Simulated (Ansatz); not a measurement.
# Li: how the settings move a single-point run

How sensitive is a single-point run of Li to its settings? A reference run comes first, then one run with altered input.

Computed with Ansatz 0.2.0 (reference: DFT, r2SCAN, PAW with Ansatz's default frozen-core files, scalar-relativistic, unless a step's input says otherwise).

### Step 1. The starting structure

The structure is cubic, space group Im-3m (No. 229). Conventional cell: a = 3.507 Å, b = 3.507 Å, c = 3.507 Å, α = 90.00°, β = 90.00°, γ = 90.00°. Li (site symmetry m-3m) is surrounded by 8 Li at 3.04 Å.

Structure file:

```cif
data_structure
_symmetry_space_group_name_H-M 'P 1'
_symmetry_Int_Tables_number 1
_cell_length_a 3.0369
_cell_length_b 3.0369
_cell_length_c 3.0369
_cell_angle_alpha 109.471
_cell_angle_beta 109.471
_cell_angle_gamma 109.471
_cell_volume 21.56
loop_
_atom_site_label
_atom_site_type_symbol
_atom_site_fract_x
_atom_site_fract_y
_atom_site_fract_z
_atom_site_occupancy
Li1 Li 0.00000 0.00000 0.00000 1
```

### Step 2. Reference

Contents of input.yaml:

```yaml
crystal:
  lattice:
    - [-1.7533835388, 1.7533835388, 1.7533835388]
    - [1.7533835388, -1.7533835388, 1.7533835388]
    - [1.7533835388, 1.7533835388, -1.7533835388]
  atoms:
    - { symbol: Li, position: [0.0, 0.0, 0.0] }
kpoints:
  mp_grid: { grid: [17, 17, 17] }
scf:
  occupations: { method: fermi_dirac, width: 0.05 }
hamiltonian:
  xc: r2scan
  pseudopotentials: { kind: paw }
output:
  forces: true
  stress: true
  eigenvalues: true
  efg: { contact_densities: true }
  write_density: true
  write_potential: true
  elf: true
  volumetric_format: npy
```

On the command line:

```bash
> ansatz run input.yaml --threads 1 --pin off --max-ram 2048MiB --backend cpu --events-out ev --progress --plain --runs-dir out
```

### Step 3. Variant: mp_grid.grid [6, 6, 6], xc pbesol

Edit input.yaml of step 2 so:

```diff
@@ -8,3 +8,3 @@
 kpoints:
-  mp_grid: { grid: [17, 17, 17] }
+  mp_grid: { grid: [6, 6, 6] }
 scf:
@@ -12,3 +12,3 @@
 hamiltonian:
-  xc: r2scan
+  xc: pbesol
   pseudopotentials: { kind: paw }
@@ -19,5 +19 @@
   efg: { contact_densities: true }
-  write_density: true
-  write_potential: true
-  elf: true
-  volumetric_format: npy
```

**Question.** What will these runs give? Wanted: for each run, ending; energy change; pressure; gap; force.

As calculated:

```tsv
run	ending	energy change	pressure (GPa)	gap (eV)	force (eV/Å)	cycles	time
reference	converged	-	-0.3	0.00	0.00	6	4.5 s
1: mp_grid.grid [6, 6, 6], xc pbesol	converged	not comparable	-0.6	0.00	0.00	6	0.67 s
```

Times don't compare one to one where runs were asked for different outputs or read a saved state (see the inputs); cycles may leave out searches for a lower state.

Residual by cycle in the longest SCF loop of each run; runs are numbered as in the table. The quantity is the density residual dr2, in eV.

```tsv
cycle	reference	run 1
1	3.1e-4	1.3e-4
2	7.7e-5	1.9e-5
3	3.5e-7	5.1e-8
4	7.4e-9	4.9e-10
5	1.4e-10	5.7e-14
6	4.7e-12	1.5e-16
```

A change of functional puts the total energy on another scale; the pressure goes from -0.3 to -0.6 GPa. The k-point mesh changed too.
